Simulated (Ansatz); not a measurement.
**AlClF2: molecular dynamics**

Aim: follow the molecule's vibrations and see whether its bonds hold. The start is relaxed first. Runs: 40 steps of 8 fs under a Nosé-Hoover thermostat at 300 K; 250 steps of 1 fs at constant energy, with velocities drawn for 2000 K.

Method: RKS revPBE-D4/def2-SVP, in Ansatz 0.2.0.

### Step 1. The starting structure

Bond lengths: Al1–Cl2 2.230 Å, Al1–F3 1.690 Å, Al1–F4 1.690 Å. Angles: Cl2–Al1–F3 120.0°, Cl2–Al1–F4 120.0°, F3–Al1–F4 120.0°.

Coordinates:

```xyz
4

Al    0.0000    0.0000    0.0000
Cl    0.0000    0.0000    2.2300
F     1.4635    0.0000   -0.8450
F    -1.4635    0.0000   -0.8450
```

### Step 2. Relaxing the start

input.yaml

```yaml
crystal:
  periodic: [false, false, false]
  atoms:
    - { symbol: Al, position_ang: [0.0, 0.0, 0.0] }
    - { symbol: Cl, position_ang: [0.0, 0.0, 2.23] }
    - { symbol: F, position_ang: [1.4635, 0.0, -0.845] }
    - { symbol: F, position_ang: [-1.4635, 0.0, -0.845] }
basis:
  gaussian: { orbitals: def2-SVP }
hamiltonian:
  xc: revpbe
  dispersion: d4
relax:
  f_tol: 0.02
  max_steps: 40
```

Started as:

```
ansatz run input.yaml --threads 1 --pin off --max-ram 2048MiB --backend cpu --events-out ev --progress --plain --runs-dir out
```

What it wrote, shortened:

```text
Warning: RAYON_NUM_THREADS=1 ignored (pool sized by the plan → 1); use --threads N
[...]
Functional definition: revPBE
[...]
684 factors; their error is unknown
[...]
mean field -24542.77640584 eV, -901.9303972231 hartree, gradient 4.2e-6 eV, S^2 0.000000; 0 other end points of the search recorded, 0 dependent functions left out
[...]
reference -24542.77645022 eV, -901.9303988543 hartree; 24, 24 occupied and 40, 40 virtual orbitals, 684 factors
relax step   1: F+E_penalty+E_count = -24542.96963217 eV  Δ(F+E_penalty+E_count) = +0.000e0 eV  max|allowed force component| = 1.877e0 eV/Å  Δτ_max = 0.0000 Å  (26 SCF iters, accepted)
[...]
relax step   5: F+E_penalty+E_count = -24543.13354802 eV  Δ(F+E_penalty+E_count) = -5.424e-4 eV  max|allowed force component| = 2.049e-2 eV/Å  Δτ_max = 0.0036 Å  (26 SCF iters, accepted)
[...]
relax step   6: F+E_penalty+E_count = -24543.13364585 eV  Δ(F+E_penalty+E_count) = -9.783e-5 eV  max|allowed force component| = 1.357e-2 eV/Å  Δτ_max = 0.0023 Å  (22 SCF iters, accepted)
684 factors; their error is unknown
[...]
mean field -24542.93202732 eV, -901.9361162071 hartree, gradient 5.9e-6 eV, S^2 0.000000; 1 other end points of the search recorded, 0 dependent functions left out
[...]
reference -24542.93207162 eV, -901.9361178353 hartree; 24, 24 occupied and 40, 40 virtual orbitals, 684 factors
Total energy: -24543.13369016 eV, -901.9435271799 hartree
Atom 0 at     0.000000    -0.000000     0.033938 Å, force     0.000000    -0.000000    -0.005307 eV/Å
Atom 1 at    -0.000000     0.000000     2.121160 Å, force    -0.000000     0.000000     0.010100 eV/Å
Atom 2 at     1.439625     0.000000    -0.807549 Å, force    -0.013573     0.000000    -0.002397 eV/Å
Atom 3 at    -1.439625     0.000000    -0.807549 Å, force     0.013573     0.000000    -0.002397 eV/Å
Dipole moment:    -0.000000    -0.000000     0.073430 e Å
```

It took 8 s on 1 thread of Arm Neoverse V2, shared host; peak memory 0.11 GiB.

The steps of the relaxation:

| step | energy from step 1 (eV) | largest force component (eV/Å) |
| --- | --- | --- |
| 1 | 0.0000 | 1.8766 |
| 2 | -0.1526 | 0.4650 |
| 3 | -0.1631 | 0.1814 |
| 4 | -0.1634 | 0.1737 |
| 5 | -0.1639 | 0.0205 |
| 6 | -0.1640 | 0.0136 |

Step 1 is the start.

After: Bond lengths: Al1–Cl2 2.087 Å, Al1–F3 1.668 Å, Al1–F4 1.668 Å. Angles: Cl2–Al1–F3 120.3°, Cl2–Al1–F4 120.3°, F3–Al1–F4 119.4°.

### Step 3. Run 1

40 steps of 8 fs under a Nosé-Hoover thermostat at 300 K, from the relaxed start.

input.yaml

```yaml
crystal:
  periodic: [false, false, false]
  atoms:
    - { symbol: Al, position_ang: [0.0, 0.0, 0.033938] }
    - { symbol: Cl, position_ang: [0.0, 0.0, 2.12116] }
    - { symbol: F, position_ang: [1.439625, 0.0, -0.807549] }
    - { symbol: F, position_ang: [-1.439625, 0.0, -0.807549] }
basis:
  gaussian: { orbitals: def2-SVP }
hamiltonian:
  xc: revpbe
  dispersion: d4
md:
  timestep: 8.0
  n_steps: 40
  ensemble: nvt_nose_hoover
  temperature: 300.0
  initial_velocities: maxwell_boltzmann
  seed: 643372
```

Started as:

```
ansatz run input.yaml --threads 1 --pin off --max-ram 2048MiB --backend cpu --events-out ev --progress --plain --runs-dir out
```

What it wrote, shortened:

```text
Warning: RAYON_NUM_THREADS=1 ignored (pool sized by the plan → 1); use --threads N
[...]
[... 1 set-up line as earlier in the session ...]
[...]
684 factors; their error is unknown
[...]
mean field -24542.93202736 eV, -901.9361162086 hartree, gradient 1.8e-5 eV, S^2 0.000000; 0 other end points of the search recorded, 0 dependent functions left out
[...]
reference -24542.93207167 eV, -901.9361178369 hartree; 24, 24 occupied and 40, 40 virtual orbitals, 684 factors
md step     0: t =     0.00 fs  T =   300.0 K  F+E_penalty+E_count = -24543.13364585 eV  E_kin = 0.077556 eV  conserved = -24543.05608985 eV  (24 SCF iters)
[...]
md step    10: t =    80.00 fs  T =   288.6 K  F+E_penalty+E_count = -24543.10146337 eV  E_kin = 0.074602 eV  conserved = -24543.04227316 eV  (24 SCF iters, 3 dispersion substeps)
[...]
md step    20: t =   160.00 fs  T =   356.0 K  F+E_penalty+E_count = -24543.03964568 eV  E_kin = 0.092042 eV  conserved = -24543.02722511 eV  (28 SCF iters, 3 dispersion substeps)
[...]
md step    30: t =   240.00 fs  T =   249.9 K  F+E_penalty+E_count = -24542.94753560 eV  E_kin = 0.064600 eV  conserved = -24543.01572957 eV  (24 SCF iters, 3 dispersion substeps)
[...]
md step    39: t =   312.00 fs  T =   337.7 K  F+E_penalty+E_count = -24542.97365739 eV  E_kin = 0.087304 eV  conserved = -24543.01553737 eV  (27 SCF iters, 3 dispersion substeps)
[...]
md step    40: t =   320.00 fs  T =   238.2 K  F+E_penalty+E_count = -24542.94471187 eV  E_kin = 0.061584 eV  conserved = -24543.01042840 eV  (25 SCF iters, 3 dispersion substeps)
Total energy: -24542.94475519 eV, -901.9365839478 hartree
Atom 0 at     0.060619     0.021368     0.111643 Å, force    -1.631334    -0.188728    -2.844308 eV/Å
Atom 1 at    -0.039237     0.004213     2.140002 Å, force     0.103634     0.031713     1.015438 eV/Å
Atom 2 at     1.393608    -0.020492    -0.910125 Å, force     0.007080     0.061434     0.544438 eV/Å
Atom 3 at    -1.406485    -0.017715    -0.850489 Å, force     1.520620     0.095581     1.284432 eV/Å
Dipole moment:     0.107095     0.043262     0.302458 e Å
```

Run time: 46 s. Hardware: 1 thread of Arm Neoverse V2, shared host; peak memory 0.1 GiB.

### Step 4. What the atoms did

The trajectory, every 3 steps (energies from step 0):

| time (fs) | T (K) | potential energy change (meV/atom) | conserved energy change (meV/atom) |
| --- | --- | --- | --- |
| 0.0 | 300 | 0.0 | 0.00 |
| 24.0 | 93 | 20.5 | 6.88 |
| 48.0 | 117 | 17.8 | 5.15 |
| 72.0 | 185 | 21.1 | 10.88 |
| 96.0 | 286 | 11.1 | 4.33 |
| 120.0 | 111 | 30.1 | 8.71 |
| 144.0 | 289 | 18.0 | 2.25 |
| 168.0 | 213 | 39.2 | 11.66 |
| 192.0 | 516 | 13.9 | 0.68 |
| 216.0 | 332 | 38.9 | 9.69 |
| 240.0 | 250 | 46.5 | 10.09 |
| 264.0 | 344 | 57.5 | 26.39 |
| 288.0 | 649 | 25.5 | 14.19 |
| 312.0 | 338 | 40.0 | 10.14 |
| 320.0 | 238 | 47.2 | 11.42 |

time (fs), T (K) and a bar:
```
      0.0        300 ##############
     16.0        214 ########
     24.0         93 
     40.0        103 #
     56.0        155 ####
     72.0        185 ######
     80.0        289 #############
     96.0        286 #############
    112.0        240 ##########
    128.0        231 #########
    136.0        277 ############
    152.0        297 ##############
    168.0        213 ########
    184.0        106 #
    192.0        516 ############################
    208.0        542 ##############################
    224.0        424 ######################
    240.0        250 ##########
    248.0        405 #####################
    264.0        344 #################
    280.0        216 ########
    296.0        342 #################
    304.0        539 ##############################
    320.0        238 ##########
```

### Step 5. Positions and forces

Positions (Å) and forces (eV/Å):

```xyz
4
time_fs=40.0 T=103 dE=0.0782
Al   -0.044    0.035    0.061    2.146   -0.219   -0.240
Cl    0.017   -0.008    2.150   -0.096    0.062   -0.102
F     1.415   -0.018   -0.840   -0.941    0.114    0.765
F    -1.385   -0.017   -0.868   -1.109    0.044   -0.424
4
time_fs=80.0 T=289 dE=0.0322
Al   -0.013   -0.026    0.037    0.463    0.190   -0.815
Cl    0.006    0.006    2.119   -0.037   -0.044    0.087
F     1.474    0.013   -0.798   -0.962   -0.078    0.450
F    -1.468    0.013   -0.818    0.536   -0.068    0.277
4
time_fs=120.0 T=111 dE=0.1206
Al    0.048   -0.022    0.034   -2.360    0.146   -1.070
Cl   -0.020    0.005    2.075    0.084   -0.030    0.930
F     1.476    0.009   -0.779    0.545   -0.035   -0.453
F    -1.506    0.012   -0.750    1.731   -0.081    0.593
4
time_fs=160.0 T=356 dE=0.0940
Al    0.027    0.049    0.070   -0.525   -0.405   -1.689
Cl   -0.021   -0.009    2.149    0.082    0.082    0.062
F     1.442   -0.029   -0.883   -0.771    0.153    0.762
F    -1.441   -0.025   -0.835    1.214    0.169    0.864
4
time_fs=200.0 T=176 dE=0.2090
Al   -0.051   -0.007    0.099    2.213    0.040   -2.334
Cl    0.013    0.005    2.154   -0.078   -0.008    0.474
F     1.442   -0.002   -0.875   -1.957   -0.019    1.549
F    -1.393    0.003   -0.893   -0.179   -0.013    0.311
4
time_fs=240.0 T=250 dE=0.1861
Al   -0.051   -0.052    0.049    1.640    0.380   -2.212
Cl    0.025    0.015    2.072   -0.116   -0.055    1.270
F     1.524    0.020   -0.733   -2.063   -0.193    0.720
F    -1.498    0.026   -0.812    0.538   -0.133    0.221
4
time_fs=280.0 T=216 dE=0.2431
Al    0.041    0.036    0.033   -2.174   -0.317   -1.610
Cl   -0.011   -0.001    2.099    0.040    0.060    0.387
F     1.516   -0.027   -0.773   -0.509    0.094    0.088
F    -1.555   -0.022   -0.798    2.643    0.162    1.136
4
time_fs=320.0 T=238 dE=0.1889
Al    0.061    0.021    0.112   -1.631   -0.189   -2.844
Cl   -0.039    0.004    2.140    0.104    0.032    1.015
F     1.394   -0.021   -0.910    0.007    0.061    0.544
F    -1.407   -0.018   -0.851    1.521    0.096    1.284
```

On run 1: Against a set 300 K the second half averages 366 K with a spread of 140 K. The conserved energy strays from its start by at most 26.39 meV/atom, 146 % of the mean kinetic energy, which is poor: the step of 8 fs is too long for the fastest motion. No bond forms or breaks.

### Step 6. Run 2

250 steps of 1 fs at constant energy, with velocities drawn for 2000 K, from the relaxed start.

input.yaml, as its differences from that of step 3:

```diff
@@ -13,7 +13,7 @@
 md:
-  timestep: 8.0
-  n_steps: 40
-  ensemble: nvt_nose_hoover
-  temperature: 300.0
+  timestep: 1.0
+  n_steps: 250
+  ensemble: nve
+  temperature: 2000.0
   initial_velocities: maxwell_boltzmann
-  seed: 643372
+  seed: 47296
```

Started as:

```
ansatz run input.yaml --threads 1 --pin off --max-ram 2048MiB --backend cpu --events-out ev --progress --plain --runs-dir out
```

What it wrote, shortened:

```text
Warning: RAYON_NUM_THREADS=1 ignored (pool sized by the plan → 1); use --threads N
[...]
[... 1 set-up line as earlier in the session ...]
[...]
684 factors; their error is unknown
[...]
mean field -24542.93202736 eV, -901.9361162086 hartree, gradient 1.8e-5 eV, S^2 0.000000; 0 other end points of the search recorded, 0 dependent functions left out
[...]
reference -24542.93207167 eV, -901.9361178369 hartree; 24, 24 occupied and 40, 40 virtual orbitals, 684 factors
md step     0: t =     0.00 fs  T =  2000.0 K  F+E_penalty+E_count = -24543.13364585 eV  E_kin = 0.517040 eV  conserved = -24542.61660585 eV  (24 SCF iters)
[...]
md step    19: t =    19.00 fs  T =  1408.3 K  F+E_penalty+E_count = -24542.97994642 eV  E_kin = 0.364079 eV  conserved = -24542.61586788 eV  (25 SCF iters)
[...]
md step    38: t =    38.00 fs  T =  1267.0 K  F+E_penalty+E_count = -24542.94381644 eV  E_kin = 0.327537 eV  conserved = -24542.61627981 eV  (25 SCF iters)
[...]
md step    57: t =    57.00 fs  T =  1565.2 K  F+E_penalty+E_count = -24543.02049669 eV  E_kin = 0.404640 eV  conserved = -24542.61585708 eV  (24 SCF iters)
[...]
md step    74: t =    74.00 fs  T =  1881.2 K  F+E_penalty+E_count = -24543.10263696 eV  E_kin = 0.486338 eV  conserved = -24542.61629875 eV  (24 SCF iters)
md step    75: t =    75.00 fs  T =  1856.5 K  F+E_penalty+E_count = -24543.09628831 eV  E_kin = 0.479934 eV  conserved = -24542.61635412 eV  (24 SCF iters)
```

### Step 7. The output, continued: dynamics from the start

Output, continued, shortened:

```text
md step    76: t =    76.00 fs  T =  1760.2 K  F+E_penalty+E_count = -24543.07133481 eV  E_kin = 0.455038 eV  conserved = -24542.61629715 eV  (24 SCF iters)
[...]
md step    99: t =    99.00 fs  T =   198.0 K  F+E_penalty+E_count = -24542.66530283 eV  E_kin = 0.051184 eV  conserved = -24542.61411899 eV  (27 SCF iters)
[...]
md step   122: t =   122.00 fs  T =   735.9 K  F+E_penalty+E_count = -24542.80475753 eV  E_kin = 0.190246 eV  conserved = -24542.61451172 eV  (27 SCF iters)
[...]
md step   145: t =   145.00 fs  T =  1673.0 K  F+E_penalty+E_count = -24543.04852099 eV  E_kin = 0.432511 eV  conserved = -24542.61600989 eV  (24 SCF iters)
[...]
md step   168: t =   168.00 fs  T =  1080.6 K  F+E_penalty+E_count = -24542.89520176 eV  E_kin = 0.279351 eV  conserved = -24542.61585099 eV  (26 SCF iters)
md step   169: t =   169.00 fs  T =   858.0 K  F+E_penalty+E_count = -24542.83722185 eV  E_kin = 0.221811 eV  conserved = -24542.61541071 eV  (27 SCF iters)
md step   170: t =   170.00 fs  T =   626.1 K  F+E_penalty+E_count = -24542.77676107 eV  E_kin = 0.161865 eV  conserved = -24542.61489586 eV  (27 SCF iters)
```

### Step 8. The output, continued: dynamics from the start

Output, continued, shortened:

```text
md step   171: t =   171.00 fs  T =   416.7 K  F+E_penalty+E_count = -24542.72210754 eV  E_kin = 0.107717 eV  conserved = -24542.61439013 eV  (27 SCF iters)
[...]
md step   191: t =   191.00 fs  T =   392.1 K  F+E_penalty+E_count = -24542.71547464 eV  E_kin = 0.101373 eV  conserved = -24542.61410187 eV  (25 SCF iters)
[...]
md step   211: t =   211.00 fs  T =   523.7 K  F+E_penalty+E_count = -24542.74929168 eV  E_kin = 0.135382 eV  conserved = -24542.61390946 eV  (25 SCF iters)
[...]
md step   231: t =   231.00 fs  T =   354.2 K  F+E_penalty+E_count = -24542.70581844 eV  E_kin = 0.091568 eV  conserved = -24542.61425069 eV  (28 SCF iters)
[...]
md step   249: t =   249.00 fs  T =   354.0 K  F+E_penalty+E_count = -24542.70540304 eV  E_kin = 0.091524 eV  conserved = -24542.61387936 eV  (27 SCF iters)
[...]
md step   250: t =   250.00 fs  T =   535.2 K  F+E_penalty+E_count = -24542.75269128 eV  E_kin = 0.138351 eV  conserved = -24542.61433985 eV  (25 SCF iters)
Total energy: -24542.75273508 eV, -901.9295273390 hartree
Atom 0 at    -0.066153    -0.105668     0.021786 Å, force     5.441660     0.337740     0.549964 eV/Å
Atom 1 at     0.008578     0.039724     2.054640 Å, force    -0.072880    -0.128973     1.081182 eV/Å
Atom 2 at     1.501522     0.028378    -0.737548 Å, force    -1.820441    -0.366518     0.556798 eV/Å
Atom 3 at    -1.423578     0.047568    -0.736168 Å, force    -3.548340     0.157750    -2.187943 eV/Å
Dipole moment:    -0.147927    -0.181811     0.011486 e Å
```

It took 4.7 min on 1 thread of Arm Neoverse V2, shared host; peak memory 0.1 GiB.

### Step 9. The trajectory

One step in 13; energies are changes from step 0:

| time (fs) | T (K) | potential energy change (meV/atom) | total energy change (meV/atom) |
| --- | --- | --- | --- |
| 0.0 | 2000 | 0.0 | 0.00 |
| 13.0 | 1136 | 56.1 | 0.29 |
| 26.0 | 213 | 116.1 | 0.59 |
| 39.0 | 1172 | 53.6 | 0.11 |
| 52.0 | 1377 | 40.4 | 0.15 |
| 65.0 | 631 | 89.1 | 0.63 |
| 78.0 | 1382 | 40.2 | 0.21 |
| 91.0 | 1498 | 32.5 | 0.04 |
| 104.0 | 408 | 103.4 | 0.47 |
| 117.0 | 483 | 98.6 | 0.54 |
| 130.0 | 1674 | 21.2 | 0.10 |
| 143.0 | 1566 | 28.2 | 0.17 |
| 156.0 | 330 | 108.6 | 0.64 |
| 169.0 | 858 | 74.1 | 0.30 |
| 182.0 | 1444 | 36.0 | 0.10 |
| 195.0 | 740 | 81.9 | 0.51 |
| 208.0 | 788 | 78.8 | 0.54 |
| 221.0 | 1452 | 35.6 | 0.16 |
| 234.0 | 887 | 72.3 | 0.36 |
| 247.0 | 268 | 112.7 | 0.71 |
| 250.0 | 535 | 95.2 | 0.57 |

time (fs), T (K) and a bar:
```
      0.0       2000 ##############################
     11.0        802 ##########
     22.0        921 ############
     33.0        816 ##########
     43.0        422 ####
     54.0       1637 ########################
     65.0        631 #######
     76.0       1760 ##########################
     87.0        929 ############
     98.0        359 ###
    109.0       1250 ##################
    120.0        392 ###
    130.0       1674 #########################
    141.0       1278 ##################
    152.0        706 #########
    163.0       1361 ###################
    174.0        191 
    185.0       1259 ##################
    196.0        954 #############
    207.0       1001 #############
    217.0       1435 #####################
    228.0        278 #
    239.0       1533 ######################
    250.0        535 ######
```

Maxima of the velocity power spectrum (cm⁻¹, relative height; resolution about 270 cm⁻¹): 230 (51), 900 (100).

### Step 10. Positions and forces

Positions (Å) and forces (eV/Å):

```xyz
4
time_fs=31.0 T=431 dE=0.4077
Al   -0.069    0.169    0.070    4.188   -1.042    0.141
Cl    0.016   -0.038    2.170   -0.119    0.321   -0.423
F     1.405   -0.097   -0.885   -1.730    0.706    1.458
F    -1.338   -0.072   -0.872   -2.338    0.015   -1.176
4
time_fs=62.0 T=790 dE=0.3150
Al   -0.077    0.037    0.074    4.466   -0.249   -0.587
Cl    0.018   -0.007    2.148   -0.112    0.061    0.131
F     1.457   -0.026   -0.866   -2.293    0.174    1.558
F    -1.381   -0.013   -0.855   -2.061    0.013   -1.101
4
time_fs=94.0 T=1231 dE=0.1996
Al   -0.030   -0.165    0.005    2.173    1.083    0.195
Cl    0.003    0.040    2.093   -0.038   -0.309   -0.042
F     1.497    0.075   -0.767   -1.421   -0.549    0.454
F    -1.462    0.085   -0.754   -0.714   -0.225   -0.606
4
time_fs=125.0 T=1500 dE=0.1299
Al    0.042   -0.072    0.008   -2.760    0.425    0.276
Cl   -0.013    0.021    2.075    0.080   -0.117    0.440
F     1.464    0.015   -0.756    1.407   -0.067   -0.991
F    -1.499    0.048   -0.736    1.272   -0.241    0.275
4
time_fs=156.0 T=330 dE=0.4344
Al    0.082    0.137    0.037   -5.051   -0.808    0.618
Cl   -0.017   -0.023    2.153    0.146    0.277   -0.585
F     1.396   -0.082   -0.833    2.447   -0.073   -1.423
F    -1.481   -0.071   -0.845    2.457    0.605    1.390
4
time_fs=188.0 T=755 dE=0.3235
Al    0.050    0.087    0.105   -3.768   -0.496   -1.338
Cl   -0.002   -0.007    2.149    0.027    0.124    0.685
F     1.329   -0.067   -0.855    2.115    0.003   -0.972
F    -1.397   -0.044   -0.913    1.625    0.370    1.625
4
time_fs=219.0 T=1566 dE=0.1127
Al   -0.019   -0.118    0.024    0.456    0.884    0.030
Cl    0.011    0.042    2.165   -0.068   -0.256   -0.912
F     1.453    0.028   -0.823   -0.857   -0.325    0.501
F    -1.446    0.062   -0.860    0.468   -0.304    0.381
4
time_fs=250.0 T=535 dE=0.3810
Al   -0.066   -0.106    0.022    5.442    0.338    0.550
Cl    0.009    0.040    2.055   -0.073   -0.129    1.081
F     1.502    0.028   -0.738   -1.820   -0.366    0.557
F    -1.424    0.048   -0.736   -3.548    0.158   -2.188
```

Reading of run 2. The temperature starts at 2000 K and averages 1003 K in the second half, where it ranges from 181 to 1852 K; a mean near half the start is what vibrations about a minimum give, since they share energy equally between motion and strain. The total energy strays from its start by at most 0.73 meV/atom, 1.2 % of the mean kinetic energy, so a step of 1 fs is short enough over this time. The bonds all hold.

### Step 11. Outcome

```
                                     quantity                                    value
                      relaxation of the start                  5 moves, 0.164 eV lower
                                run 1: length                         40 steps of 8 fs
      run 1: temperature, first and last step                            300 and 238 K
              run 1: temperature, second half            mean 366 K, from 106 to 649 K
         run 1: potential energy, second half  +37 meV/atom from this run's first step
run 1: largest change of the conserved energy                           26.39 meV/atom
                run 1: bonds formed or broken                                        0
                                run 2: length                        250 steps of 1 fs
      run 2: temperature, first and last step                           2000 and 535 K
              run 2: temperature, second half          mean 1003 K, from 181 to 1852 K
         run 2: potential energy, second half  +65 meV/atom from this run's first step
    run 2: largest change of the total energy                            0.73 meV/atom
                run 2: bonds formed or broken                                        0
```

**Reading.** Mean temperatures of the second halves: 366 K, 1003 K. No bond formed or broke in any run. 250 fs on 4 atoms is far too short and small for converged averages.
